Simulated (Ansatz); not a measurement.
## CaCoSi, space group P4/nmm: a scan of one input key, step by step

Computed with the Python package of Ansatz (0.2.0).

Run as a notebook:

```python
import warnings

import ansatz as az
```

```python
warnings.simplefilter("ignore", az.DeckWarning)
```

```python
lattice = az.Lattice.of(
    (3.879011, 0.0, 0.0),
    (0.0, 3.879011, 0.0),
    (0.0, 0.0, 7.583247),
)
sites = [
    ("Ca", (0.0, 0.5, 0.313757), 0.0),
    ("Ca", (0.5, 0.0, 0.686243), 0.0),
    ("Co", (0.0, 0.0, 0.0), 3.2),
    ("Co", (0.5, 0.5, 0.0), -3.2),
    ("Si", (0.0, 0.5, 0.846605), 0.0),
    ("Si", (0.5, 0.0, 0.153395), 0.0),
]
system = az.Crystal(lattice=lattice)
for symbol, position, moment in sites:
    system = system.atom(symbol, position, moment=moment or None)
```

```python
len(system.resolved().sites)
```

    6

```python
calculation = (
    system.calculation()
    .spin("collinear")
    .kpoints(spacing=0.32)
    .occupations("fermi_dirac", width=0.1)
    .functional("PBEsol")
    .pseudopotentials("paw")
    .band_table()
)
typed = calculation.input()
rows = []
for value in [0.0001, 1e-06, 1e-08]:
    edited = typed.set(az.key.scf.convergence.dr2_threshold, value)
    r = az.Session.from_dict(edited).plan().execute().report
    rows.append((value, r["free_energy_ev"], r["n_iterations"], len(r["eigenvalues_ev"][0]) if "eigenvalues_ev" in r else 0))
for row in rows:
    print("; ".join(f"{name} = {round(v, 4) if isinstance(v, float) else v}" for name, v in zip(["threshold eV", "F eV", "iterations", "bands listed"], row)))
```

    RunWarning: the starting moments were not kept: the SCF closed with an absolute magnetisation of 8.1e-6 μB, where they sum to 6.4 μB in size (2 sites). That is at most 0.1 of that sum. Measured as [...]
    threshold eV = 0.0001; F eV = -15019.9448; iterations = 15; bands listed = 42
    threshold eV = 0.0; F eV = -15019.9448; iterations = 15; bands listed = 42
    threshold eV = 0.0; F eV = -15019.9448; iterations = 17; bands listed = 42

Notes:
- Absolute energies stand on the zero of these potentials, so only differences at equal settings mean something. A total without «per atom» is that of the whole cell that was run.
- The SCF didn't keep the moments it started from (some shrank, vanished or turned); what is printed is the state reached.
- For a metal this k-point mesh is coarse: on a finer one energies can move by several to tens of meV an atom and pressures by half a GPa or more, differences at one mesh by less.
- The structure comes from a database of computed cells and needn't be a stable or known phase.
- Warnings are shown shortened and without file and line.
- The script silences the warnings on its input, which a real study should read.
- The whole script took 4.8 min on 1 thread of Arm Neoverse V2 (shared host), peak memory 0.55 GiB.
